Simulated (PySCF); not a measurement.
# C6H15ClSeSi (Me2SiCl(SeBu)): the cost of one run

Programs: PySCF 2.14.0, with routines of our own; each step states its level. All values are computed. Atoms count from 0.

### Step 1. The starting structure

24 atoms, charge 0, multiplicity 1; geometry from: GFN2-xTB.

### Step 2. Optimising the geometry at PBE0-D3(BJ)/def2-SVP

The job: settings as JSON, then the geometry in Å.

```
{"job": {"xc": "PBE0", "basis": "def2-SVP", "d3": "d3bj", "grid": 1, "maxiter": 30, "shake": 0.01, "kind": "geom"}, "charge": 0, "multiplicity": 1}
C     -4.384180    -0.519850    -0.153980
C     -3.051660     0.051290     0.255470
C     -1.941160    -0.533220    -0.601200
C     -0.537210     0.014180    -0.169800
Se     0.882370    -0.774660    -1.271040
Si     2.649780    -0.010760     0.016470
C      4.196050    -0.973440    -0.568260
C      2.851490     1.881410    -0.157520
Cl     2.293460    -0.425280     2.003330
H     -4.618980    -0.244220    -1.184660
H     -4.430860    -1.580280    -0.050820
H     -5.187100    -0.078130     0.471860
H     -3.074510     1.154090     0.147140
H     -2.879570    -0.177060     1.315690
H     -1.922850    -1.630350    -0.494120
H     -2.094320    -0.279590    -1.638170
H     -0.519600     1.105830    -0.294100
H     -0.363880    -0.236980     0.877770
H      4.333280    -0.842620    -1.632560
H      5.055780    -0.628020    -0.049270
H      4.055580    -2.035100    -0.393430
H      1.996770     2.372090     0.282280
H      2.897290     2.175810    -1.219380
H      3.729740     2.234440     0.335990
```

Command:

```
OMP_NUM_THREADS=1 python heavy_run.py task.json out
```

One launch serves the whole session: the jobs run in the order shown.

Q: Estimate the wall time and peak memory of this first job on 1 thread of Arm Neoverse V1, shared host.

About 7.4 min, with a peak of 1.3 GiB.
